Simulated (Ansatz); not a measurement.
# C₂H₅BO₃: up Jacob's ladder to CCSD(T)

The task here is to estimate one member of a computed series from the others.

Program: Ansatz 0.2.0, Gaussian basis. Level of theory: functionals in def2-TZVPP, the program's frozen cores in correlated methods. These are calculated values, not measurements.

Levels to be run: PBE-D4, r2SCAN-D4, PBE0-D4, B3LYP-D4, ωB97X-V, ωB97M-V, B2PLYP; CCSD(T)/def2-TZVPP; MP2/def2-QZVPP; extrapolation to the limit.

## The relaxed structure

All runs share one geometry, relaxed beforehand with PBE0-D4 in a triple-zeta def2 set.

SMILES `CBOC(=O)O`, 11 atoms, charge 0, spin multiplicity 1.

Atoms are counted from 1 here; the program's logs count them from 0.

Bond lengths: C1–B2 1.551 Å, C1–H7 1.091 Å, C1–H8 1.096 Å, C1–H9 1.096 Å, B2–O3 1.381 Å, B2–H10 1.194 Å, O3–C4 1.344 Å, C4–O5 1.194 Å, C4–O6 1.332 Å, O6–H11 0.965 Å. Angles: B2–C1–H7 114.1°, B2–C1–H8 109.9°, B2–C1–H9 109.4°, H7–C1–H8 109.1°, H7–C1–H9 108.9°, H8–C1–H9 105.0°, C1–B2–O3 117.8°, C1–B2–H10 123.9°, O3–B2–H10 118.4°, B2–O3–C4 122.2°, O3–C4–O5 126.6°, O3–C4–O6 108.1°, O5–C4–O6 125.3°, C4–O6–H11 106.4°.

The first run:

in.yaml

```yaml
crystal:
  periodic: [false, false, false]
  atoms:
    - {symbol: C, position_ang: [1.025833, -0.398738, 1.725307]}
    - {symbol: B, position_ang: [0.646259, -0.324535, 0.223799]}
    - {symbol: O, position_ang: [-0.561686, 0.257189, -0.105998]}
    - {symbol: C, position_ang: [-0.922888, 0.482775, -1.380889]}
    - {symbol: O, position_ang: [-0.191864, 0.591260, -2.318924]}
    - {symbol: O, position_ang: [-2.249527, 0.600897, -1.420695]}
    - {symbol: H, position_ang: [0.281965, 0.034120, 2.395293]}
    - {symbol: H, position_ang: [1.205006, -1.440349, 2.014382]}
    - {symbol: H, position_ang: [1.984721, 0.108657, 1.883648]}
    - {symbol: H, position_ang: [1.325411, -0.760248, -0.656454]}
    - {symbol: H, position_ang: [-2.477931, 0.791974, -2.338869]}
basis:
  gaussian: {orbitals: def2-TZVPP}
hamiltonian: {xc: pbe, dispersion: d4}
output: {forces: true, orbitals: {seedname: orbitals}}
```

Run with:

```
ansatz run in.yaml --threads 4 --pin off --events-out ev --progress --plain --max-ram 10444MiB
```

Among the steps run: PBE-D4 (GGA); r2SCAN-D4 (meta-GGA); PBE0-D4 (hybrid); B3LYP-D4 (hybrid); ωB97X-V (range-separated); ωB97M-V (range-separated); B2PLYP (double hybrid); CCSD(T) in def2-TZVPP; MP2 in def2-QZVPP.

One table of the session follows, with a row left open; its other results are not shown here.

It belongs to the step «Atomisation energies». 

```
            method  atomisation energy (kJ/mol)
            PBE-D4                       4858.7
         r2SCAN-D4                       4739.7
           PBE0-D4                       4724.3
          B3LYP-D4                       4699.1
           ωB97X-V                       4710.6
           ωB97M-V                       4725.0
            B2PLYP                       4664.3
     HF/def2-TZVPP                       3355.0
    MP2/def2-TZVPP                       4713.9
   CCSD/def2-TZVPP                       4484.8
CCSD(T)/def2-TZVPP                       4568.8
           MP2/CBS                       4834.9
       CCSD(T)/CBS                            ?
```

**Question.** Estimate the row for CCSD(T)/CBS.

The run gave: atomisation energy (kJ/mol): 4689.9. In the column «atomisation energy (kJ/mol)» it lies between B2PLYP (4664.3) and B3LYP-D4 (4699.1).

Limits of these values: Free atoms (2 C, 1 B, 3 O, 5 H) were run apart at each level; the atomisation energy is their sum less the molecule, without zero-point or spin-orbit terms.
